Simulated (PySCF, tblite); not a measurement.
# C₃H₁₀OSSi₃: geometry, infrared bands and NMR shifts

Wanted: the infrared bands and NMR shifts of C₃H₁₀OSSi₃ (`C#CC[SiH2]S[SiH2]O[SiH3]`), by calculation.

The runs use tblite 0.8.0 and PySCF 2.14.0, with density-fitted response routines of our own; the level of theory stands in each step. All values are computed, except where a source is named. Atoms are numbered from 0 throughout.

**1. The molecule as given**

18 atoms, charge 0, multiplicity 1; geometry from: force field or distance geometry start.

Bonds of the start (Å): C0–C1 1.18, C1–C2 1.49, C2–Si3 1.87, Si3–S4 2.15, S4–Si5 2.13, Si5–O6 1.65, O6–Si7 1.65, C0–H8 1.07, C2–H9 1.10, C2–H10 1.09, Si3–H11 1.48, Si3–H12 1.47, Si5–H13 1.48, Si5–H14 1.49, Si7–H15 1.48, Si7–H16 1.48, Si7–H17 1.48.

**2. Relaxing the molecule with GFN2-xTB**

What the job is given:

```
{"job": {"kind": "relax", "xc": "GFN2-xTB", "basis": "xTB"}, "charge": 0, "multiplicity": 1}
C     -5.231700     0.036400    -0.501400
C     -4.230800    -0.303300     0.031500
C     -2.984100    -0.748600     0.722700
Si    -1.429000    -0.048300    -0.034100
S      0.255600    -0.790700     1.083900
Si     1.692800     0.234300    -0.114700
O      3.190700    -0.122300     0.487200
Si     4.774900     0.239700     0.175700
H     -6.138300     0.341300    -0.976800
H     -3.050300    -0.454500     1.779100
H     -2.949900    -1.841800     0.698700
H     -1.421700     1.425100     0.041600
H     -1.286300    -0.481500    -1.430800
H      1.609500    -0.225300    -1.520000
H      1.464600     1.704700    -0.027300
H      4.968200     1.701900     0.283800
H      5.108300    -0.200600    -1.200800
H      5.648900    -0.460300     1.143300
```

Started as:

```console
$ OMP_NUM_THREADS=1 python probes_run.py task.json out
```

This one command runs all jobs of the session in turn.

**Question.** This job is followed by: GFN2-xTB harmonic vibrations, gas phase; GIAO PBE0/pcSseg-1 NMR shielding, non-relativistic, gas phase. What will the session give for the following? strongest single infrared mode (GFN2-xTB); zero-point energy (GFN2-xTB); ¹³C shifts against TMS (PBE0/pcSseg-1); ¹H shifts against TMS (PBE0/pcSseg-1, means over atoms taken as alike); ²⁹Si shifts against TMS (PBE0/pcSseg-1); ³³S shifts against CS2 (PBE0/pcSseg-1); ¹⁷O shifts against H2O (PBE0/pcSseg-1).

The runs gave:

| quantity | value |
| --- | --- |
| strongest single infrared mode (GFN2-xTB) | 696 cm⁻¹, 1013 km/mol |
| zero-point energy (GFN2-xTB) | 68.5 kcal/mol |
| ¹³C shifts against TMS (PBE0/pcSseg-1) | 82.9, 74.4, 4.1 ppm |
| ¹H shifts against TMS (PBE0/pcSseg-1, means over atoms taken as alike) | 5.60, 5.20, 4.74, 2.16, 1.31 ppm |
| ²⁹Si shifts against TMS (PBE0/pcSseg-1) | -22.6, -36.7, -40.8 ppm |
| ³³S shifts against CS2 (PBE0/pcSseg-1) | -265 ppm |
| ¹⁷O shifts against H2O (PBE0/pcSseg-1) | 17.1 ppm |

Over 98 steps the energy fell by 0.274 eV; of the close pairs, C1–C2 changed most, 1.493 to 1.440 Å. All 48 modes are real, so the xTB geometry is a minimum. The strongest single mode, at 696 cm⁻¹, moves mainly H12 and H11. GFN2-xTB is a fitted tight-binding method: band positions and strengths are rough. Its intensities can rank the bands wrongly. At PBE0/pcSseg-1: The largest span, 290 ppm, is at C1, where the paramagnetic term is -153 ppm.
